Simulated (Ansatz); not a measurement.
# AlBrCl3H: the cost of one run

All numbers below are computed with Ansatz 0.2.0 (RKS PBE-D4/def2-SVP).

## 1. Starting point

Bond lengths: Al1–Br2 2.815 Å, Al1–Cl3 2.012 Å, Al1–Cl4 2.012 Å, Al1–Cl6 2.604 Å. Angles: Br2–Al1–Cl3 102.8°, Br2–Al1–Cl4 103.7°, Br2–Al1–Cl6 83.4°, Cl3–Al1–Cl4 143.1°, Cl3–Al1–Cl6 104.8°, Cl4–Al1–Cl6 103.4°.

Structure file:

```xyz
6

Al   -0.4002    0.6205   -0.4791
Br    1.9175   -0.9759   -0.5496
Cl   -1.5898   -0.2615   -1.8406
Cl    0.2729    2.4089    0.1514
H     0.6547   -1.1241    0.9804
Cl   -0.8552   -0.6678    1.7374
```

## 2. Pulling towards end A

Springs on the bonds that form and break draw the guess towards this end; the thresholds are loose.

The input, input.yaml:

```yaml
crystal:
  periodic: [false, false, false]
  atoms:
    - { symbol: Al, position_ang: [-0.4002, 0.6205, -0.4791] }
    - { symbol: Br, position_ang: [1.9175, -0.9759, -0.5496] }
    - { symbol: Cl, position_ang: [-1.5898, -0.2615, -1.8406] }
    - { symbol: Cl, position_ang: [0.2729, 2.4089, 0.1514] }
    - { symbol: H, position_ang: [0.6547, -1.1241, 0.9804] }
    - { symbol: Cl, position_ang: [-0.8552, -0.6678, 1.7374] }
basis:
  gaussian: { orbitals: def2-SVP }
hamiltonian:
  xc: pbe
  dispersion: d4
relax:
  f_tol: 0.15
  max_steps: 25
  restrain:
    - { distance: [0, 5], at: 3.53, k: 30.0 }
    - { distance: [4, 1], at: 2.81, k: 30.0 }
    - { distance: [0, 1], at: 2.41, k: 30.0 }
    - { distance: [4, 5], at: 1.33, k: 30.0 }
output:
  orbitals: {}
```

Launch:

```sh
$ ansatz run input.yaml --threads 2 --pin off --max-ram 3072MiB --backend cpu --events-out ev --progress --plain --runs-dir out
```

**Question.** How long does this run take on 2 threads of Intel Xeon Platinum 8488C (Sapphire Rapids), shared host, and how much memory does it need?

About 21 s, with a peak of 0.17 GiB.
